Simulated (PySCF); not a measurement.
# GdNO2 (Gd(NO2)2+): the cost of one run

Program: PySCF 2.14.0. Level of theory: BP86, Gd lcecp-1-SVP with ECP53, O def2-SVP, N def2-SVP; scalar-relativistic core potentials, no spin–orbit coupling. These are calculated values, not measurements.

4 further runs of the same task are left out: 2 for a known fault of the program, 2 that didn't finish. Runs told in other sessions of the task aren't counted.

## (1) Starting geometry

4 atoms, charge 2, spin multiplicity 1.

Bond lengths: Gd1–O2 2.211 Å, Gd1–O3 2.211 Å, Gd1–N4 2.687 Å, O2–N4 1.298 Å, O3–N4 1.298 Å. Angles: O2–Gd1–O3 57.4°, O2–Gd1–N4 28.7°, O3–Gd1–N4 28.7°, Gd1–O2–N4 96.5°, Gd1–O3–N4 96.5°, Gd1–N4–O2 54.9°, Gd1–N4–O3 54.9°, O2–N4–O3 109.7°.

Coordinates:

```xyz
4
GdNO2
Gd    0.0000    0.0000   -0.3452
O     1.0613    0.0000    1.5949
O    -1.0613    0.0000    1.5949
N     0.0000    0.0000    2.3420
```

Formal oxidation states: Gd +3. Each metal's 7 4f electrons lie in its core potential, so multiplicities, spins and levels count the valence alone. An earlier session relaxed this geometry at BP86, Gd lcecp-1-SVP with ECP53, O def2-SVP, N def2-SVP (singlet, point group C2v).

Its energy there is -240.243777 Eh.

## (2) Atoms moved at random, σ = 0.03 Å

Contents of run.py (the lines that set the calculation):

```python
mol = gto.M(atom='''
Gd    -0.03130     0.01052    -0.34853
O      1.04367     0.01206     1.58283
O     -1.01870    -0.06117     1.61786
N      0.00633     0.03859     2.33440''',
    basis={'Gd': 'lcecp-1-SVP', 'O': 'def2-SVP', 'N': 'def2-SVP'},
    ecp={'Gd': 'lcecp-1-SVP'},
    charge=2, spin=0)
mf = dft.RKS(mol, xc='B88,P86')
mf.grids.atom_grid = (50, 194)  # f atoms: unpruned, at least (60, 302)
mf = mf.density_fit()  # fitting sets: Gd AutoAux, O def2-universal-JKFIT, N def2-universal-JKFIT
mf.conv_tol = 1e-08; mf.max_cycle = 55
mf.kernel(dm0)  # dm0: the density of the relaxed state
```

On the command line:

```bash
> OMP_NUM_THREADS=2 python run.py
```

**Question.** How long does this run take on 2 threads of Arm Neoverse V1, shared host?

About 2.5 s.
